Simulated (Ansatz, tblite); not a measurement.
# The cluster ZrH2O3: removing and adding an electron

Aim: the energy of removing and adding an electron for the cluster ZrH2O3, by energy differences, and how well orbital energies stand in for it.

The runs use Ansatz 0.2.0, Gaussian basis; as each input shows.

Plan: charge +1 doublet, at the geometry of the singlet (PBE0-D4/def2-TZVP, PBE-D4/def2-TZVP, r2SCAN-D4/def2-TZVP); charge -1 doublet, at the geometry of the singlet (PBE0-D4/def2-TZVPD, PBE-D4/def2-TZVPD, r2SCAN-D4/def2-TZVPD); the starting singlet's energies come from earlier runs.

### 1 The geometry

The singlet was relaxed beforehand with PBE-D4/def2-TZVP. At that level it is the lowest of the isomers that a small search found.

6 atoms, charge 0, spin multiplicity 1.

Atoms are counted from 1 here; the program's logs count them from 0.

Bond lengths: Zr1–O2 1.982 Å, Zr1–O3 1.769 Å, Zr1–O4 1.982 Å, O2–H5 0.968 Å, O4–H6 0.968 Å. Angles: O2–Zr1–O3 111.4°, O2–Zr1–O4 114.5°, O3–Zr1–O4 111.4°, Zr1–O2–H5 131.9°, Zr1–O4–H6 131.9°.

Zr takes a core potential in the def2 sets. No spin-orbit coupling is included.

### 2 Charge +1 doublet at the fixed geometry, first pass, PBE0-D4/def2-SVP

The input, in.yaml:

```yaml
crystal:
  periodic: [false, false, false]
  atoms:
    - {symbol: Zr, position_ang: [-0.326754, 0.432205, 0.373632]}
    - {symbol: O, position_ang: [-0.803173, 0.461483, -1.550105]}
    - {symbol: O, position_ang: [-1.222339, -0.822379, 1.241781]}
    - {symbol: O, position_ang: [1.618223, 0.314583, 0.736834]}
    - {symbol: H, position_ang: [-1.405134, -0.085430, -2.074909]}
    - {symbol: H, position_ang: [2.139176, -0.300452, 1.272757]}
basis:
  gaussian: {orbitals: def2-SVP}
total_charge: 1
magnetization: {spin_polarized: true, initial_magnetization: 1}
hamiltonian: {xc: pbe0, dispersion: d4}
output: {orbitals: {seedname: orbitals}}
```

The run is started by

```bash
> ansatz run in.yaml --threads 4 --pin off --events-out ev --progress --plain --max-ram 3916MiB
```

Output:

```text
Functional definition: PBE0
  name "PBE0"
  cite "Adamo & Barone, J. Chem. Phys. 110, 6158 (1999) doi:10.1063/1.478522"
  cite "Perdew, Burke & Ernzerhof, Phys. Rev. Lett. 77, 3865 (1996) doi:10.1103/PhysRevLett.77.3865"
  parent pbe
  parameter a = 0.25
  parameter kappa = 0.804
  parameter beta = 0.06672455060314922
  exchange = (1 - a)*pbe_x(kappa = kappa, mu = beta*pi^2/3) + a*exact_x
  correlation = pbe_c(beta = beta)
818 factors; integrals over basis functions are off by at most 6.9e-4 eV
mean field evaluation 1: about -7412.8484 eV, gradient 7.9e1 eV
mean field evaluation 2: about -7164.9597 eV, gradient 2.2e2 eV
mean field evaluation 4: about -7425.7427 eV, gradient 4.9e1 eV
mean field evaluation 8: about -7436.1329 eV, gradient 4.1e-1 eV
mean field evaluation 16: about -7436.2585 eV, gradient 9.5e-2 eV
mean field evaluation 32: about -7436.2589 eV, gradient 2.6e-3 eV
mean field evaluation 64: about -7436.2322 eV, gradient 1.9e0 eV
mean field -7436.25892371 eV, -273.2774749689 hartree, gradient 3.5e-6 eV, S^2 0.766801; 6 other end points of the search recorded, 0 dependent functions left out
reference -7436.25898392 eV, -273.2774771818 hartree; 19, 18 occupied and 64, 65 virtual orbitals, 818 factors
Total energy: -7436.34176924 eV, -273.2805194860 hartree
```

Run time: 6.5 s. Hardware: 4 threads of Arm Neoverse V1, shared host.

HOMO -14.55 eV, LUMO -12.39 eV (over both spins); ⟨S²⟩ 0.767 (pure: 0.75).

### 3 Charge +1 doublet at the fixed geometry, PBE0-D4/def2-TZVP

start.molden holds the orbitals of an earlier run on this state, given as this run's starting guess.

in.yaml: that of step 2 with these lines changed.

```diff
@@ -10,3 +10,3 @@
 basis:
-  gaussian: {orbitals: def2-SVP}
+  gaussian: {orbitals: def2-TZVP, initial_orbitals: start.molden}
 total_charge: 1
@@ -14,2 +14,3 @@
 hamiltonian: {xc: pbe0, dispersion: d4}
+scf: {omitted_lower_state_checks: [starts]}
 output: {orbitals: {seedname: orbitals}}
```

Same command.

Output:

```text
Functional definition: PBE0
  name "PBE0"
  cite "Adamo & Barone, J. Chem. Phys. 110, 6158 (1999) doi:10.1063/1.478522"
  cite "Perdew, Burke & Ernzerhof, Phys. Rev. Lett. 77, 3865 (1996) doi:10.1103/PhysRevLett.77.3865"
  parent pbe
  parameter a = 0.25
  parameter kappa = 0.804
  parameter beta = 0.06672455060314922
  exchange = (1 - a)*pbe_x(kappa = kappa, mu = beta*pi^2/3) + a*exact_x
  correlation = pbe_c(beta = beta)
these checks for a lower state are left out or cut short: starts
940 factors; their error is unknown
mean field evaluation 1: about -7440.9300 eV, gradient 1.1e2 eV
mean field evaluation 2: about -7443.9012 eV, gradient 2.9e0 eV
mean field evaluation 4: about -7443.9727 eV, gradient 2.0e-1 eV
mean field evaluation 8: about -7443.9729 eV, gradient 2.5e-4 eV
mean field -7443.97289905 eV, -273.5609583342 hartree, gradient 4.5e-6 eV, S^2 0.765001; 0 other end points of the search recorded, 0 dependent functions left out
reference -7443.97293931 eV, -273.5609598137 hartree; 19, 18 occupied and 126, 127 virtual orbitals, 940 factors
Total energy: -7444.05572463 eV, -273.5640021178 hartree
Checks for a lower state left out: starts
```

Run time: 6.5 s. Hardware: 4 threads of Arm Neoverse V1, shared host.

Report: HOMO -14.59 eV, LUMO -12.39 eV (over both spins); ⟨S²⟩ 0.765 (pure: 0.75).

### 4 Charge +1 doublet at the fixed geometry, PBE-D4/def2-TZVP

in.yaml: that of step 3 with these lines changed.

```diff
@@ -13,3 +13,3 @@
 magnetization: {spin_polarized: true, initial_magnetization: 1}
-hamiltonian: {xc: pbe0, dispersion: d4}
+hamiltonian: {xc: pbe, dispersion: d4}
 scf: {omitted_lower_state_checks: [starts]}
```

Launched as before.

Output:

```text
Functional definition: PBE
  name "PBE"
  cite "Perdew, Burke & Ernzerhof, Phys. Rev. Lett. 77, 3865 (1996) doi:10.1103/PhysRevLett.77.3865"
  parent pbe
  parameter kappa = 0.804
  parameter beta = 0.06672455060314922
  exchange = pbe_x(kappa = kappa, mu = beta*pi^2/3)
  correlation = pbe_c(beta = beta)
these checks for a lower state are left out or cut short: starts
862 factors; their error is unknown
mean field evaluation 1: about -7445.2101 eV, gradient 6.7e0 eV
mean field evaluation 2: about -7445.5243 eV, gradient 1.4e0 eV
mean field evaluation 4: about -7445.5355 eV, gradient 2.0e-1 eV
mean field evaluation 8: about -7445.5363 eV, gradient 2.3e-4 eV
mean field evaluation 16: about -7445.5363 eV, gradient 2.1e-5 eV
mean field -7445.53626596 eV, -273.6184110084 hartree, gradient 3.2e-6 eV, S^2 0.757503; 0 other end points of the search recorded, 0 dependent functions left out
reference -7445.53632358 eV, -273.6184131256 hartree; 19, 18 occupied and 126, 127 virtual orbitals, 862 factors
Total energy: -7445.63402455 eV, -273.6220035702 hartree
Checks for a lower state left out: starts
```

Run time: 5.5 s. Hardware: 4 threads of Arm Neoverse V1, shared host.

Report: HOMO -13.34 eV, LUMO -13.26 eV (over both spins); ⟨S²⟩ 0.758 (pure: 0.75).

### 5 Charge +1 doublet at the fixed geometry, r2SCAN-D4/def2-TZVP

in.yaml: that of step 4 with these lines changed.

```diff
@@ -13,3 +13,3 @@
 magnetization: {spin_polarized: true, initial_magnetization: 1}
-hamiltonian: {xc: pbe, dispersion: d4}
+hamiltonian: {xc: r2scan, dispersion: d4}
 scf: {omitted_lower_state_checks: [starts]}
```

Same command.

Output (excerpt; [...] marks lines left out):

```text
Functional definition: r2SCAN
  name "r2SCAN"
  cite "Furness, Kaplan, Ning, Perdew & Sun, J. Phys. Chem. Lett. 11, 8208 (2020) doi:10.1021/acs.jpclett.0c02405"
  cite "Furness, Kaplan, Ning, Perdew & Sun, J. Phys. Chem. Lett. 11, 9248 (2020) doi:10.1021/acs.jpclett.0c03077"
  parent r2scan
[...]
862 factors; their error is unknown
[...]
mean field -7448.96000054 eV, -273.7442309334 hartree, gradient 8.1e-6 eV, S^2 0.764387; 0 other end points of the search recorded, 0 dependent functions left out
reference -7448.96001977 eV, -273.7442316401 hartree; 19, 18 occupied and 126, 127 virtual orbitals, 862 factors
Total energy: -7448.98210961 eV, -273.7450434269 hartree
Checks for a lower state left out: starts
```

Wall time 12 s (4 threads of Arm Neoverse V1, shared host).

Report: HOMO -13.54 eV, LUMO -13.13 eV (over both spins); ⟨S²⟩ 0.764 (pure: 0.75).

### 6 Vertical ionisation energy

Charged state less starting state, singlet to doublet; the starting state's energies are those of its earlier runs.

```tsv
level	vertical ionisation energy (eV)	time
PBE-D4/def2-TZVP	+9.98	6.6 s
r2SCAN-D4/def2-TZVP	+10.07	14 s
PBE0-D4/def2-TZVP	+10.28	7.7 s
```

Times add the two runs; a level without a time comes out of a correlated run.

Beside −ε(HOMO) of the starting state:

```tsv
level	−ε(HOMO) (eV)	by difference (eV)	mismatch (eV)
PBE-D4/def2-TZVP	6.59	9.98	-3.39
r2SCAN-D4/def2-TZVP	6.88	10.07	-3.19
PBE0-D4/def2-TZVP	8.16	10.28	-2.12
```

### 7 Charge -1 doublet at the fixed geometry, first pass, PBE0-D4/def2-SVP

in.yaml: that of step 5 with these lines changed.

```diff
@@ -10,7 +10,6 @@
 basis:
-  gaussian: {orbitals: def2-TZVP, initial_orbitals: start.molden}
-total_charge: 1
+  gaussian: {orbitals: def2-SVP}
+total_charge: -1
 magnetization: {spin_polarized: true, initial_magnetization: 1}
-hamiltonian: {xc: r2scan, dispersion: d4}
-scf: {omitted_lower_state_checks: [starts]}
+hamiltonian: {xc: pbe0, dispersion: d4}
 output: {orbitals: {seedname: orbitals}}
```

Launched as before.

Output:

```text
Functional definition: PBE0
  name "PBE0"
  cite "Adamo & Barone, J. Chem. Phys. 110, 6158 (1999) doi:10.1063/1.478522"
  cite "Perdew, Burke & Ernzerhof, Phys. Rev. Lett. 77, 3865 (1996) doi:10.1103/PhysRevLett.77.3865"
  parent pbe
  parameter a = 0.25
  parameter kappa = 0.804
  parameter beta = 0.06672455060314922
  exchange = (1 - a)*pbe_x(kappa = kappa, mu = beta*pi^2/3) + a*exact_x
  correlation = pbe_c(beta = beta)
818 factors; integrals over basis functions are off by at most 6.9e-4 eV
mean field evaluation 1: about -7441.3139 eV, gradient 3.9e1 eV
mean field evaluation 2: about -7389.3938 eV, gradient 1.2e2 eV
mean field evaluation 4: about -7446.8564 eV, gradient 8.7e0 eV
mean field evaluation 8: about -7447.3003 eV, gradient 6.9e-1 eV
mean field evaluation 16: about -7447.3038 eV, gradient 1.1e-3 eV
mean field -7447.30381979 eV, -273.6833674134 hartree, gradient 6.1e-5 eV, S^2 0.752092; 0 other end points of the search recorded, 0 dependent functions left out
reference -7447.30386278 eV, -273.6833689933 hartree; 20, 19 occupied and 63, 64 virtual orbitals, 818 factors
Total energy: -7447.41555110 eV, -273.6874734635 hartree
```

It took 2.3 s on 4 threads of Arm Neoverse V1, shared host.

Report: HOMO 0.82 eV, LUMO 3.24 eV (over both spins); ⟨S²⟩ 0.752 (pure: 0.75). Doubts: highest occupied level lies above zero.

### 8 Charge -1 doublet at the fixed geometry, PBE0-D4/def2-TZVPD

in.yaml: that of step 7 with these lines changed.

```diff
@@ -10,3 +10,3 @@
 basis:
-  gaussian: {orbitals: def2-SVP}
+  gaussian: {orbitals: def2-TZVPD, initial_orbitals: start.molden}
 total_charge: -1
@@ -14,2 +14,3 @@
 hamiltonian: {xc: pbe0, dispersion: d4}
+scf: {omitted_lower_state_checks: [starts]}
 output: {orbitals: {seedname: orbitals}}
```

The command is unchanged.

Output:

```text
Functional definition: PBE0
  name "PBE0"
  cite "Adamo & Barone, J. Chem. Phys. 110, 6158 (1999) doi:10.1063/1.478522"
  cite "Perdew, Burke & Ernzerhof, Phys. Rev. Lett. 77, 3865 (1996) doi:10.1103/PhysRevLett.77.3865"
  parent pbe
  parameter a = 0.25
  parameter kappa = 0.804
  parameter beta = 0.06672455060314922
  exchange = (1 - a)*pbe_x(kappa = kappa, mu = beta*pi^2/3) + a*exact_x
  correlation = pbe_c(beta = beta)
these checks for a lower state are left out or cut short: starts
1053 factors; their error is unknown
mean field evaluation 1: about -7451.8333 eV, gradient 1.1e2 eV
mean field evaluation 2: about -7455.1274 eV, gradient 4.1e0 eV
mean field evaluation 4: about -7455.3675 eV, gradient 2.1e-3 eV
mean field evaluation 8: about -7455.4076 eV, gradient 1.1e-5 eV
mean field -7455.40762622 eV, -273.9811768068 hartree, gradient 1.1e-5 eV, S^2 0.751840; 0 other end points of the search recorded, 0 dependent functions left out
reference -7455.40767097 eV, -273.9811784513 hartree; 20, 19 occupied and 158, 159 virtual orbitals, 1053 factors
Total energy: -7455.51935929 eV, -273.9852829215 hartree
Checks for a lower state left out: starts
```

It took 4.3 s on 4 threads of Arm Neoverse V1, shared host.

HOMO 0.58 eV, LUMO 2.97 eV (over both spins); ⟨S²⟩ 0.752 (pure: 0.75). Doubts: highest occupied level lies above zero.

### 9 Charge -1 doublet at the fixed geometry, PBE-D4/def2-TZVPD

in.yaml: that of step 8 with these lines changed.

```diff
@@ -13,3 +13,3 @@
 magnetization: {spin_polarized: true, initial_magnetization: 1}
-hamiltonian: {xc: pbe0, dispersion: d4}
+hamiltonian: {xc: pbe, dispersion: d4}
 scf: {omitted_lower_state_checks: [starts]}
```

Launched as before.

Output:

```text
Functional definition: PBE
  name "PBE"
  cite "Perdew, Burke & Ernzerhof, Phys. Rev. Lett. 77, 3865 (1996) doi:10.1103/PhysRevLett.77.3865"
  parent pbe
  parameter kappa = 0.804
  parameter beta = 0.06672455060314922
  exchange = pbe_x(kappa = kappa, mu = beta*pi^2/3)
  correlation = pbe_c(beta = beta)
these checks for a lower state are left out or cut short: starts
975 factors; their error is unknown
mean field evaluation 1: about -7456.4881 eV, gradient 6.6e0 eV
mean field evaluation 2: about -7456.6315 eV, gradient 1.6e-1 eV
mean field evaluation 4: about -7456.6259 eV, gradient 5.2e-3 eV
mean field -7456.62591073 eV, -274.0259479367 hartree, gradient 5.0e-5 eV, S^2 0.751521; 0 other end points of the search recorded, 0 dependent functions left out
reference -7456.62596563 eV, -274.0259499542 hartree; 20, 19 occupied and 158, 159 virtual orbitals, 975 factors
Total energy: -7456.75754656 eV, -274.0307854641 hartree
Checks for a lower state left out: starts
```

Run time: 3.2 s. Hardware: 4 threads of Arm Neoverse V1, shared host.

Report: HOMO 1.27 eV, LUMO 2.29 eV (over both spins); ⟨S²⟩ 0.752 (pure: 0.75). Doubts: highest occupied level lies above zero.

### 10 Charge -1 doublet at the fixed geometry, r2SCAN-D4/def2-TZVPD

in.yaml: that of step 9 with these lines changed.

```diff
@@ -13,3 +13,3 @@
 magnetization: {spin_polarized: true, initial_magnetization: 1}
-hamiltonian: {xc: pbe, dispersion: d4}
+hamiltonian: {xc: r2scan, dispersion: d4}
 scf: {omitted_lower_state_checks: [starts]}
```

Launched as before.

Output:

```text
Functional definition: r2SCAN
  name "r2SCAN"
  cite "Furness, Kaplan, Ning, Perdew & Sun, J. Phys. Chem. Lett. 11, 8208 (2020) doi:10.1021/acs.jpclett.0c02405"
  cite "Furness, Kaplan, Ning, Perdew & Sun, J. Phys. Chem. Lett. 11, 9248 (2020) doi:10.1021/acs.jpclett.0c03077"
  parent r2scan
  parameter k0 = 0.174
  parameter k1 = 0.065
  parameter a1 = 4.9479
  exchange = r2scan_x(k0 = k0, k1 = k1, a1 = a1)
  correlation = r2scan_c
these checks for a lower state are left out or cut short: starts
975 factors; their error is unknown
mean field evaluation 1: about -7460.1330 eV, gradient 3.2e0 eV
mean field evaluation 2: about -7460.1707 eV, gradient 3.9e-2 eV
mean field evaluation 4: about -7460.1646 eV, gradient 1.7e-4 eV
mean field -7460.16463320 eV, -274.1559935890 hartree, gradient 1.8e-5 eV, S^2 0.752349; 0 other end points of the search recorded, 0 dependent functions left out
reference -7460.16467020 eV, -274.1559949487 hartree; 20, 19 occupied and 158, 159 virtual orbitals, 975 factors
Total energy: -7460.19507959 eV, -274.1571124732 hartree
Checks for a lower state left out: starts
```

Run time: 6.5 s. Hardware: 4 threads of Arm Neoverse V1, shared host.

Report: HOMO 1.17 eV, LUMO 2.53 eV (over both spins); ⟨S²⟩ 0.752 (pure: 0.75). Doubts: highest occupied level lies above zero.

### 11 Vertical electron affinity

Starting state less charged state (positive: the electron is bound), singlet to doublet; the starting state's energies are those of its earlier runs.

```tsv
level	vertical electron affinity (eV)	time
PBE-D4/def2-TZVPD	+1.04	4.8 s
r2SCAN-D4/def2-TZVPD	+1.06	9.6 s
PBE0-D4/def2-TZVPD	+1.09	6.2 s
```

Times add the two runs; a level without a time comes out of a correlated run.

Beside −ε(LUMO) of the starting state:

```tsv
level	−ε(LUMO) (eV)	by difference (eV)	mismatch (eV)
PBE-D4/def2-TZVPD	3.22	1.04	+2.17
r2SCAN-D4/def2-TZVPD	2.79	1.06	+1.73
PBE0-D4/def2-TZVPD	2.49	1.09	+1.40
```

### 12 Summary of results

| quantity | value |
| --- | --- |
| vertical ionisation energy, functionals in def2-TZVP | 9.98 (PBE-D4) to 10.28 eV (PBE0-D4) |
| vertical electron affinity, functionals in def2-TZVPD | 1.04 (PBE-D4) to 1.09 eV (PBE0-D4) |

What this shows: The vertical ionisation energy spans 9.98 to 10.28 eV over the functionals. −ε(HOMO) misses the level's own difference by -2.12 eV at best (PBE0-D4) and -3.39 eV at worst (PBE-D4). The vertical electron affinity spans 1.04 to 1.09 eV over the functionals. The anion's highest level lies above zero where self-interaction lifts it, so diffuse functions weigh on these values. −ε(LUMO) misses the level's own difference by +1.40 eV at best (PBE0-D4) and +2.17 eV at worst (PBE-D4). The charged states' spins were chosen beforehand and needn't be their lowest.

The anion's highest level is positive in at least one run, so there the basis alone may hold the extra electron.
